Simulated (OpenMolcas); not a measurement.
# CH2FNOSn (SMILES O=C=[N][SnH2][F]): levels of theory compared

We compute a comparison of 6 runs (HF/STO-3G, M06-2X/def2-SVP, M06-L/def2-SVP, PBE0/def2-SVP, revPBE/def2-SVP, MP2/def2-SVP) of CH2FNOSn. 

The results are computed with OpenMolcas 26.06.

## 1. The molecule

The species is CH2FNOSn (7 atoms), meant as a singlet with charge 0. As SMILES, `O=C=[N][SnH2][F]`. The coordinates come from a PBE0-D4/def2-TZVP relaxation. This is one conformer, not always the lowest.

Bond lengths: O1–C2 1.165 Å, C2–N3 1.203 Å, N3–Sn4 2.002 Å, Sn4–F5 1.915 Å, Sn4–H6 1.690 Å, Sn4–H7 1.694 Å. Angles: O1–C2–N3 176.3°, C2–N3–Sn4 138.7°, N3–Sn4–F5 104.6°, N3–Sn4–H6 107.3°, N3–Sn4–H7 109.3°, F5–Sn4–H6 107.1°, F5–Sn4–H7 106.4°, H6–Sn4–H7 120.9°.

## 2. Energy and forces at HF/STO-3G (run 1)

The input, struct.xyz:

```xyz
7

O     -0.221700    -2.869300    -0.931600
C     -0.121500    -1.906800    -0.283800
N     -0.020900    -0.958200     0.449400
Sn     0.157400     1.031600     0.318500
F     -0.877100     1.510000    -1.220100
H     -0.618600     1.696100     1.665200
H      1.763800     1.428500    -0.043200
```

The input, job.inp:

```
&gateway
baslib
$CurrDir
coord
struct.xyz
basis
STO-3G
group
NoSym
&seward
&scf
thresholds
1e-10 1e-07 1e-07 1e-05
prorbitals
1 2
&alaska
```

The basis set STO-3G is read from a file made from the Basis Set Exchange's data (not shown).

The run is started by

```console
$ export MOLCAS_MEM=1860
$ pymolcas job.inp > job.log
```

Output:

```text
--- Start Module: gateway ---
[...]
--- Stop Module: gateway /rc=_RC_ALL_IS_WELL_ ---
[...]
      Basis functions           49
[...]
--- Start Module: scf ---
[...]
       Convergence after  15 Iterations
[...]
::    Total SCF energy                              -6227.4957067663
[...]
      Total spin, S                                     0.0000000000
[...]
      Total electronic charge=   82.000000
      Total            charge=   -0.000000
[...]
      Dipole Moment (debye):
      Origin of the operator (angstrom)=   -0.0106    0.4009    0.0253
                   X=  1.2566E+00               Y=  3.0207E+00               Z=  1.5577E+00           Total=  3.6236E+00
      Quadrupole Moment (debye*angstrom):
[...]
--- Stop Module: scf /rc=_RC_ALL_IS_WELL_ ---
--- Start Module: alaska ---
[...]
 *              Molecular gradients               *
 **************************************************
  Irreducible representation: a
 ------------------------------------------------------------------------------------------
                              X                       Y                       Z
 ------------------------------------------------------------------------------------------
  O1                6.46036401590155E-03    6.11436556068270E-02    3.90493771137468E-02
  C2               -5.98480149435554E-03   -5.39829587628802E-02   -3.40180853104686E-02
  N3               -3.94302402650182E-03   -3.41144261914366E-02   -2.48341677713704E-03
  SN4               5.84197999543790E-03    1.01189793630212E-02    3.97795013840252E-03
  F5               -7.70328454481017E-03    4.62671959545879E-03   -1.16355886051664E-02
  H6               -1.50933911679649E-02    7.62360574613652E-03    1.52033454785876E-02
  H7                2.04221572223133E-02    4.58442464291897E-03   -1.00935820378854E-02
 ------------------------------------------------------------------------------------------
--- Stop Module: alaska /rc=_RC_ALL_IS_WELL_ ---
[...]
```

It took 3.9 s on 1 thread of Arm Neoverse V1, shared host; peak memory 0.38 GiB.

## 3. Energy and gradient at M06-2X/def2-SVP (core potential) (run 2)

The input, geom.xyz:

```xyz
7

O     -0.221700    -2.869300    -0.931600
C     -0.121500    -1.906800    -0.283800
N     -0.020900    -0.958200     0.449400
Sn     0.157400     1.031600     0.318500
F     -0.877100     1.510000    -1.220100
H     -0.618600     1.696100     1.665200
H      1.763800     1.428500    -0.043200
```

The input, calc.input:

```
&gateway
baslib
$CurrDir
coord
geom.xyz
basis
def2-SVP
group
NoSym
&seward
gridinput
Grid=UltraFine
End of Grid
&scf
ksdft
M062X
thresholds
1e-10 1e-07 1e-07 1e-05
prorbitals
1 2
&alaska
```

The basis set def2-SVP is read from a file made from the Basis Set Exchange's data (not shown).

The run is started by

```console
$ export MOLCAS_MEM=1860
$ pymolcas calc.input > calc.log
```

Output:

```text
--- Start Module: gateway ---
[...]
--- Stop Module: gateway /rc=_RC_ALL_IS_WELL_ ---
[...]
      Basis functions           92
[...]
--- Start Module: scf ---
[...]
       Convergence after  15 Iterations
[...]
::    Total KS-DFT energy                            -483.0793731782
[...]
      Total spin, S                                     0.0000000000
[...]
      Total electronic charge=   54.000000
      Total            charge=   -0.000000
[...]
      Dipole Moment (debye):
      Origin of the operator (angstrom)=   -0.0106    0.4009    0.0253
                   X=  1.8035E+00               Y=  2.4387E+00               Z=  2.4522E+00           Total=  3.9004E+00
      Quadrupole Moment (debye*angstrom):
[...]
--- Stop Module: scf /rc=_RC_ALL_IS_WELL_ ---
[...]
--- Start Module: alaska ---
[...]
 *              Molecular gradients               *
 **************************************************
  Irreducible representation: a
 ------------------------------------------------------------------------------------------
                              X                       Y                       Z
 ------------------------------------------------------------------------------------------
  O1               -1.70635888277815E-04   -1.04291866032113E-03    1.31711005469271E-04
  C2                1.32175525114502E-03    1.08717988827314E-02    2.42013535879415E-03
  N3               -6.61605838130352E-05    3.19108247340405E-03   -9.16802829975083E-04
  SN4              -4.23508141023987E-03   -8.00954302809487E-03   -7.18169050084860E-03
  F5                5.22420932586165E-03   -2.14424437177918E-03    7.96004548924323E-03
  H6                1.05744858653001E-03   -1.87383782328077E-03   -2.77044547731009E-03
  H7               -3.13153528126353E-03   -9.92337472683236E-04    3.57046954793550E-04
 ------------------------------------------------------------------------------------------
--- Stop Module: alaska /rc=_RC_ALL_IS_WELL_ ---
[...]
```

Wall time 38 s (1 thread of Arm Neoverse V1, shared host); peak memory 0.51 GiB.

Run 3 isn't shown in full; the table further down has it.

## 4. Energy and gradient at PBE0/def2-SVP (core potential) (run 4)

The input, coord.xyz:

```xyz
7

O     -0.221700    -2.869300    -0.931600
C     -0.121500    -1.906800    -0.283800
N     -0.020900    -0.958200     0.449400
Sn     0.157400     1.031600     0.318500
F     -0.877100     1.510000    -1.220100
H     -0.618600     1.696100     1.665200
H      1.763800     1.428500    -0.043200
```

The input, mol.inp:

```
&GATEWAY
BasLib = $CurrDir
Coord = coord.xyz
Basis = def2-SVP
Group = NoSym
&SEWARD
GridInput
Grid=UltraFine
End of Grid
&SCF
KSDFT = PBE0
Thresholds = 1e-10 1e-07 1e-07 1e-05
PrOrbitals = 0
&ALASKA
```

The basis set def2-SVP is read from a file made from the Basis Set Exchange's data (not shown).

The run is started by

```console
$ export MOLCAS_MEM=1860
$ pymolcas mol.inp > mol.log
```

Output:

```text
--- Start Module: gateway ---
[...]
--- Stop Module: gateway /rc=_RC_ALL_IS_WELL_ ---
[...]
      Basis functions           92
[...]
--- Start Module: scf ---
[...]
       Convergence after  17 Iterations
[...]
::    Total KS-DFT energy                            -482.9685821329
[...]
      Total spin, S                                     0.0000000000
[...]
      Total electronic charge=   54.000000
      Total            charge=   -0.000000
[...]
      Dipole Moment (debye):
      Origin of the operator (angstrom)=   -0.0106    0.4009    0.0253
                   X=  1.7373E+00               Y=  2.3984E+00               Z=  2.3501E+00           Total=  3.7807E+00
      Quadrupole Moment (debye*angstrom):
[...]
--- Stop Module: scf /rc=_RC_ALL_IS_WELL_ ---
[...]
--- Start Module: alaska ---
[...]
 *              Molecular gradients               *
 **************************************************
  Irreducible representation: a
 ------------------------------------------------------------------------------------------
                              X                       Y                       Z
 ------------------------------------------------------------------------------------------
  O1                4.88568136178369E-04    4.96418924047859E-03    3.46289465519689E-03
  C2                8.27384589872637E-04    7.13217417110990E-03    2.84451933232649E-03
  N3               -6.80313102328078E-04   -2.91518087183484E-03   -5.46787325555620E-03
  SN4              -5.06329391292226E-03   -5.14596743578188E-03   -8.19036570718978E-03
  F5                5.91165037343444E-03   -2.68127835511045E-03    8.98976050746469E-03
  H6                7.11350200665262E-04   -9.22871363238986E-04   -1.89814038542035E-03
  H7               -2.19534628491491E-03   -4.31065385685825E-04    2.59204853096939E-04
 ------------------------------------------------------------------------------------------
--- Stop Module: alaska /rc=_RC_ALL_IS_WELL_ ---
[...]
```

It took 32 s on 1 thread of Arm Neoverse V1, shared host; peak memory 0.51 GiB.

Run 5 isn't shown in full; the table further down has it.

## 5. A single-point energy at MP2/def2-SVP (core potential) (run 6)

The input, input.xyz:

```xyz
7

O     -0.221700    -2.869300    -0.931600
C     -0.121500    -1.906800    -0.283800
N     -0.020900    -0.958200     0.449400
Sn     0.157400     1.031600     0.318500
F     -0.877100     1.510000    -1.220100
H     -0.618600     1.696100     1.665200
H      1.763800     1.428500    -0.043200
```

The input, mol.input:

```
&gateway
 baslib=$CurrDir
 coord=input.xyz
 basis=def2-SVP
 group=NoSym

&seward

&scf
 thresholds=1e-10 1e-07 1e-07 1e-05
 prorbitals=0

&mbpt2
 frozen=8
```

The basis set def2-SVP is read from a file made from the Basis Set Exchange's data (not shown).

The run is started by

```console
$ export MOLCAS_MEM=1860
$ pymolcas mol.input > mol.log
```

Output:

```text
--- Start Module: gateway ---
[...]
--- Stop Module: gateway /rc=_RC_ALL_IS_WELL_ ---
[...]
      Basis functions           92
[...]
--- Start Module: scf ---
[...]
       Convergence after  16 Iterations
[...]
::    Total SCF energy                               -480.9543792654
[...]
      Total spin, S                                     0.0000000000
[...]
      Total electronic charge=   54.000000
      Total            charge=   -0.000000
[...]
      Dipole Moment (debye):
      Origin of the operator (angstrom)=   -0.0106    0.4009    0.0253
                   X=  1.9940E+00               Y=  2.6436E+00               Z=  2.7144E+00           Total=  4.2816E+00
      Quadrupole Moment (debye*angstrom):
[...]
--- Stop Module: scf /rc=_RC_ALL_IS_WELL_ ---
[...]
--- Start Module: mbpt2 ---
[...]
WARNING!
Default frozen orbitals as non valence orbitals is overwritten by user input.
Default values:   4
[...]
       Reference weight ( Cref**2 )         =        0.81375
::    Total MBPT2 energy                             -481.7092252544
[...]
      Total MBPT2 calculations                           0.39      0.49
--- Stop Module: mbpt2 /rc=_RC_ALL_IS_WELL_ ---
[...]
```

It took 8.4 s on 1 thread of Arm Neoverse V1, shared host; peak memory 0.51 GiB.

## 6. All runs side by side

| run | level | integration grid | task | energy (Eh) | dipole moment (D) of the reference | HOMO energy (eV) | LUMO energy (eV) | wall time |
| --- | --- | --- | --- | --- | --- | --- | --- | --- |
| 1 | HF/STO-3G | – | gradient | -6227.495707 | 3.62 | -7.92 | 8.72 | 3.9 s |
| 2 | M06-2X/def2-SVP (core potential) | UltraFine | gradient | -483.079373 | 3.90 | -9.85 | 0.19 | 38 s |
| 3 | M06-L/def2-SVP (core potential) | UltraFine | gradient | -483.386866 | 3.81 | -7.40 | -1.25 | 41 s |
| 4 | PBE0/def2-SVP (core potential) | UltraFine | gradient | -482.968582 | 3.78 | -8.52 | -0.76 | 32 s |
| 5 | revPBE/def2-SVP (core potential) | UltraFine | gradient | -483.212943 | 3.45 | -6.99 | -1.61 | 34 s |
| 6 | MP2/def2-SVP (core potential) | – | energy | -481.709225 | 4.28 | -11.99 | 2.48 | 8.4 s |

## 7. What came out

| quantity | value |
| --- | --- |
| run 6: total energy | -481.70923 Eh |
| run 6: dipole moment (mean-field density) | 4.28 D |
| run 6: HOMO energy (Hartree–Fock orbitals) | -11.99 eV |
| run 6: LUMO energy (Hartree–Fock orbitals) | 2.48 eV |
| run 6: HOMO–LUMO gap (Hartree–Fock orbitals) | 14.47 eV |
| run 6: correlation energy (8 core orbitals frozen) | -754.8 mEh |

In words: Over runs 1, 2, 3, 4, 5 the dipole moment (its size) runs from 3.45 D (revPBE/def2-SVP) to 3.90 D (M06-2X/def2-SVP). Over runs 1, 2, 3, 4, 5 the HOMO–LUMO gap runs from 5.38 eV (revPBE/def2-SVP) to 16.63 eV (HF/STO-3G). The two ends differ in method and basis and core potential. Totals of different functionals can't be ranked against each other. Some runs of one species differ in core potentials or relativity; totals across that change don't compare. In run 1 the basis is minimal, so the values are rough. In run 1 relativity is left out where basis or elements ask for it. All runs together took 2.6 min, the longest 41 s.
